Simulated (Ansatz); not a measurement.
# Yttrium, dhcp under LDA: from relaxation to bulk modulus

The plan for yttrium in the dhcp structure: relax it, solve it on a dense k-mesh, then scale the cell to 7 volumes from 88 to 112 % of the relaxed one and try a fit of the equation of state. Spin polarisation is left out. The k-meshes are 10×10×3 for the relaxation; 14×14×4 for the dense run; 12×12×4 for the volumes.

Computed with Ansatz 0.2.0 (DFT LDA (PW92), plane waves (420 eV) with PAW, scalar-relativistic; PAW files made under PBE, frozen cores solved again for the functional, unless a step says otherwise).

## (1) Starting point

The structure is hexagonal, space group P6_3/mmc (No. 194). The conventional cell has a = 3.601 Å, b = 3.601 Å, c = 11.760 Å, α = 90.00°, β = 90.00°, γ = 120.00°. Around Y (site symmetry -3m) lie 12 Y at 3.60 Å. Y (site symmetry -6m2) is surrounded by 12 Y at 3.60 Å.

As a file:

```cif
data_structure
_symmetry_space_group_name_H-M 'P 1'
_symmetry_Int_Tables_number 1
_cell_length_a 3.6008
_cell_length_b 3.6008
_cell_length_c 11.7601
_cell_angle_alpha 90.000
_cell_angle_beta 90.000
_cell_angle_gamma 120.000
_cell_volume 132.05
loop_
_atom_site_label
_atom_site_type_symbol
_atom_site_fract_x
_atom_site_fract_y
_atom_site_fract_z
_atom_site_occupancy
Y1 Y 0.00000 0.00000 0.00000 1
Y2 Y 0.00000 0.00000 0.50000 1
Y3 Y 0.33333 0.66667 0.25000 1
Y4 Y 0.66667 0.33333 0.75000 1
```

## (2) Geometry optimisation

input.yaml reads:

```yaml
crystal:
  lattice:
    - [3.600754646, 0.0, 0.0]
    - [-1.800377323, 3.1183449962, 0.0]
    - [0.0, 0.0, 11.7600646738]
  atoms:
    - { symbol: "Y", position: [0.0, 0.0, 0.0] }
    - { symbol: "Y", position: [0.0, 0.0, 0.5] }
    - { symbol: "Y", position: [0.3333333333, 0.6666666667, 0.25] }
    - { symbol: "Y", position: [0.6666666667, 0.3333333333, 0.75] }
hamiltonian:
  xc: lda
  pseudopotentials:
    kind: paw
    azcp:
      "Y": "pseudopotentials/Y.paw.azcp"
basis:
  ecutwfc: 420
  fft_grid_basis: typed
kpoints:
  mp_grid: { grid: [10, 10, 3], shift: [0, 0, 0] }
magnetization:
  spin_polarized: false
scf:
  occupations: { method: fermi_dirac, width: 0.1 }
relax:
  max_steps: 60
  f_tol: 0.01
  cell: {}
```

Started as:

```
ansatz run input.yaml --threads 2 --pin off --max-ram 5120MiB --backend cpu --events-out ev --progress --plain --runs-dir out
```

The runs that follow: The energy on a finer k-mesh; Volume × 0.88; Volume × 0.92; Volume × 0.96; Volume × 1.0; Volume × 1.04; Volume × 1.08; Volume × 1.12.

**Question.** What will these runs give? Wanted: space group; conventional cell; volume; shortest distance; gap on the mesh; relative to hcp; highest ELF outside the cores; V₀, B₀, B₀′.

**Answer**, as computed:

| quantity | value |
| --- | --- |
| space group (spins left aside) | P6_3/mmc (No. 194) |
| conventional cell | a = 3.489 Å, c = 11.219 Å (c/a = 3.216) |
| volume | 29.568 Å³/atom |
| shortest distance | 3.453 Å |
| gap on the mesh | none (levels filled in part) |
| relative to hcp | -6 meV/atom |
| highest ELF outside the cores | 0.75, 2.41 Å from the nearest atom |
| V₀, B₀, B₀′ | 29.454 Å³/atom, 46 GPa, 3.2 |

In words: From the guessed start the volume shrank by 10.4 % in 4 steps. It lies 6 meV/atom below the element's reference form at the same level (hcp, from a run of its own), so this level prefers it, against what is seen in nature. No gap shows: it is a metal or semimetal at this level. B₀ comes out at 46 GPa; letting shape and positions relax at each volume could only lower it. The symmetry was held, so the structure may be unstable against distortions that break it.
